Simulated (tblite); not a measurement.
# C6H6F2Si: the cost of one run

The runs use tblite 0.8.0 and PySCF 2.14.0, with density-fitted response routines of our own; the level of theory stands in each step. All values are computed, except where a source is named. Atoms are numbered from 0 throughout.

## (1) The starting structure

15 atoms, charge 0, multiplicity 1; geometry from: force field or distance geometry start.

Bonds of the start (Å): C0–C1 1.22, C1–C2 1.46, C2–F3 1.40, C2–C4 1.48, C4–C5 1.46, C5–C6 1.30, C6–Si7 1.84, Si7–F8 1.69, C6–C2 1.45, C0–H9 1.06, C4–H10 1.12, C4–H11 1.11, C5–H12 1.11, Si7–H13 1.48, Si7–H14 1.47.

## (2) Optimising the geometry with GFN2-xTB

What the job is given:

```
{"job": {"kind": "relax", "xc": "GFN2-xTB", "basis": "xTB"}, "charge": 0, "multiplicity": 1}
C      2.544700     1.319800    -0.609100
C      1.611500     0.544200    -0.770600
C      0.515100    -0.412100    -0.916800
F      0.294400    -0.776300    -2.246200
C      0.719200    -1.582600    -0.038800
C     -0.493500    -1.143600     0.635300
C     -0.673700    -0.108000    -0.137500
Si    -1.952500     1.217400    -0.183100
F     -3.361400     0.565100     0.477200
H      3.343200     1.997900    -0.457300
H      0.632300    -2.579900    -0.548800
H      1.592000    -1.509700     0.639900
H     -1.052700    -1.534000     1.505400
H     -2.214000     1.686600    -1.559100
H     -1.509100     2.323100     0.681900
```

Launch:

```console
$ OMP_NUM_THREADS=1 python probes_run.py task.json out
```

One launch serves the whole session: the jobs run in the order shown.

**Question.** How long does this first job take on 1 thread of Intel Xeon at 2.70GHz, shared host?

About 1.1 s.
